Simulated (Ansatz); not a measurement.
# FH₂IOSi: small, medium and large basis sets

The task here is to estimate one member of a computed series from the others.

Method: one geometry, several basis sets; program: Ansatz 0.2.0, Gaussian basis.

Levels to be run: PBE0-D4/def2-SVP; ωB97M-V/def2-SVP; PBE0-D4/def2-QZVPP; ωB97M-V/def2-QZVPP; the functionals' def2-TZVPP values are taken from earlier runs.

## The relaxed structure

An earlier PBE0-D4 in a triple-zeta def2 set relaxation fixed the geometry. I takes the def2 core potential; no spin-orbit term is included.

SMILES `O[SiH](F)I`, 6 atoms, charge 0, spin multiplicity 1.

Atoms are counted from 1 here; the program's logs count them from 0.

Bond lengths: O1–Si2 1.620 Å, O1–H5 0.959 Å, Si2–F3 1.588 Å, Si2–I4 2.429 Å, Si2–H6 1.468 Å. Angles: Si2–O1–H5 119.6°, O1–Si2–F3 111.1°, O1–Si2–I4 111.2°, O1–Si2–H6 107.9°, F3–Si2–I4 106.5°, F3–Si2–H6 108.7°, I4–Si2–H6 111.5°.

The first run:

Contents of in.yaml:

```yaml
crystal:
  periodic: [false, false, false]
  atoms:
    - {symbol: O, position_ang: [-0.893606, 0.553921, -0.830008]}
    - {symbol: Si, position_ang: [0.376044, 0.120131, 0.077553]}
    - {symbol: F, position_ang: [0.319706, 0.811344, 1.506216]}
    - {symbol: I, position_ang: [0.398457, -2.276502, 0.470395]}
    - {symbol: H, position_ang: [-1.752757, 0.164031, -0.658783]}
    - {symbol: H, position_ang: [1.594256, 0.563074, -0.611574]}
basis:
  gaussian: {orbitals: def2-SVP}
hamiltonian: {xc: pbe0, dispersion: d4}
output: {orbitals: {seedname: orbitals}}
```

Among the steps run: PBE0-D4 in def2-SVP; ωB97M-V in def2-SVP; PBE0-D4 in def2-QZVPP; ωB97M-V in def2-QZVPP.

One of the session's tables, all rows but one given; the rest of the session is left out.

It belongs to the step «Density functionals: the series». 

```
functional       basis  HOMO (eV)  LUMO (eV)
   PBE0-D4    def2-SVP      -7.95       0.01
   PBE0-D4  def2-TZVPP      -8.03      -0.21
   PBE0-D4  def2-QZVPP      -8.05      -0.31
   ωB97M-V    def2-SVP          ?          ?
   ωB97M-V  def2-TZVPP     -10.17       1.66
   ωB97M-V  def2-QZVPP     -10.20       1.39
```

**Question.** Estimate the row for ωB97M-V, def2-SVP.

**Answer.** HOMO (eV): -10.07; LUMO (eV): 2.04. In the column «HOMO (eV)» it lies between ωB97M-V, def2-TZVPP (-10.17) and PBE0-D4, def2-QZVPP (-8.05).
